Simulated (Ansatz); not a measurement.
Runs of Ansatz 0.2.0 on GaGe. The structure is cubic, space group F-43m (No. 216). The conventional cell has a = 5.796 Å, b = 5.796 Å, c = 5.796 Å, α = 90.00°, β = 90.00°, γ = 90.00°. Ge (site symmetry -43m) is surrounded by 4 Ga at 2.51 Å. Ga (site symmetry -43m) has 4 Ge at 2.51 Å as nearest neighbours. The cell comes from a database or a generator and needn't be the stable form of this composition.

```tsv
task	level	spin	k mesh	smearing	points for each segment of the path	gap on the mesh (eV)	pressure (GPa)
band structure	LDA	SOC, no magnetisation	6 × 6 × 6	fermi-dirac 0.05 eV	14	none	-4.3
band structure	LDA	off	8 × 8 × 8	fermi-dirac 0.05 eV	14	none	(a)
band structure	PBE	off	8 × 8 × 8	fermi-dirac 0.05 eV	14	none	0.2
single point	PBE	off	8 × 8 × 8	gaussian 0.011 eV	-	none	0.2
band structure	PBE	SOC, no magnetisation	6 × 6 × 6	fermi-dirac 0.05 eV	14	none	0.1
```

Alike in all rows: potentials or basis Ansatz PAW; cell as given; cutoff (eV) 420.

Task: Estimate the missing entries.

Result: (a) -4.1.

Caveats: the PAW data sets come from PBE, with cores solved anew for the run's functional, which leaves a small shift of forces and pressure (some runs).

A k mesh can miss the band edges, and rows without SOC leave out spin-orbit coupling on Ga, Ge.

A gap of «none» marks a metal or a gap under the smearing width.
